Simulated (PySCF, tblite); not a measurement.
# C6H7ClGe: geometry, infrared bands and NMR shifts

What infrared bands and NMR shifts should C6H7ClGe (`Clc1cccc[c]1[GeH3]`) show?

Programs: tblite 0.8.0 and PySCF 2.14.0, with density-fitted response routines of our own. Each step states its level of theory. These are calculated values for one molecule in the gas phase, unless marked as measured. Atoms are numbered from 0 throughout.

## Step 1: The molecule as given

15 atoms, charge 0, multiplicity 1; geometry from: force field or distance geometry start.

Bonds of the start (Å): Cl0–C1 1.76, C1–C2 1.39, C2–C3 1.39, C3–C4 1.41, C4–C5 1.39, C5–C6 1.41, C6–Ge7 1.93, C6–C1 1.41, C2–H8 1.09, C3–H9 1.09, C4–H10 1.08, C5–H11 1.09, Ge7–H12 1.55, Ge7–H13 1.54, Ge7–H14 1.55.

## Step 2: Geometry optimisation with GFN2-xTB

The job: settings as JSON, then the geometry in Å.

```
{"job": {"kind": "relax", "xc": "GFN2-xTB", "basis": "xTB"}, "charge": 0, "multiplicity": 1}
Cl     0.822100     2.704600    -0.135000
C     -0.094400     1.203100    -0.073600
C     -1.479900     1.251400    -0.074500
C     -2.243600     0.087100    -0.032100
C     -1.602900    -1.160900     0.052400
C     -0.210900    -1.225700     0.056800
C      0.558800    -0.048100     0.001500
Ge     2.488100    -0.191100     0.032100
H     -1.989500     2.207800    -0.129700
H     -3.328200     0.128100    -0.030200
H     -2.189600    -2.070800     0.085400
H      0.275800    -2.194400     0.114400
H      2.893700    -1.685300     0.117600
H      3.041800     0.561100     1.257700
H      3.054300     0.441000    -1.264800
```

Started as:

```
$ OMP_NUM_THREADS=1 python probes_run.py task.json out
```

The driver reads the jobs from task.json and runs them one after another.

**Question.** This job is followed by: GFN2-xTB harmonic vibrations, gas phase; GIAO PBE0/pcSseg-1 NMR shielding, non-relativistic, gas phase. What will the session give for the following? strongest single infrared mode (GFN2-xTB); zero-point energy (GFN2-xTB); 13C shifts against TMS (PBE0/pcSseg-1); 1H shifts against TMS (PBE0/pcSseg-1, means over atoms taken as alike); 35Cl shifts against HCl (PBE0/pcSseg-1); 73Ge shifts against GeMe4 (PBE0/pcSseg-1); surface potential, 1st and 99th percentile.

The runs gave:

| quantity | value |
| --- | --- |
| strongest single infrared mode (GFN2-xTB) | 2076 cm⁻¹, 429 km/mol |
| zero-point energy (GFN2-xTB) | 63.1 kcal/mol |
| 13C shifts against TMS (PBE0/pcSseg-1) | 151.4, 142.2, 141.8, 137.0, 132.2, 131.2 ppm |
| 1H shifts against TMS (PBE0/pcSseg-1, means over atoms taken as alike) | 7.86, 7.68, 7.63, 7.49, 4.22 ppm |
| 35Cl shifts against HCl (PBE0/pcSseg-1) | 272 ppm |
| 73Ge shifts against GeMe4 (PBE0/pcSseg-1) | -239 ppm |
| surface potential, 1st and 99th percentile | -0.47 V and 1.02 V |

**Reading.** Relaxing lowered the energy by 0.206 eV in 34 steps; the close pair that moved most is Ge7–H14, from 1.550 to 1.491 Å. No mode is imaginary among the 39: a minimum at this level. The strongest single mode, at 2076 cm⁻¹, has its largest shares on H12, H13 and H14 (the list is cut at 3 atoms). Unscaled tight-binding wavenumbers are off by several per cent, some by more. Its intensities can rank the bands wrongly. At PBE0/pcSseg-1: The largest span, 384 ppm, is at Cl0, where the paramagnetic term is -470 ppm. NICS(1)zz of -27 ppm above the planar ring from C1 marks a diatropic (aromatic) ring current. By nearest atom (PBE0/pcSseg-1), the HOMO sits on Cl0 23 %; C1, C4 about 21 % each and the LUMO on C3, C6 about 24 % each; C1, C5 about 9 % each. Spin-orbit coupling is left out, which matters for shieldings and couplings at and beside the heavy atoms.
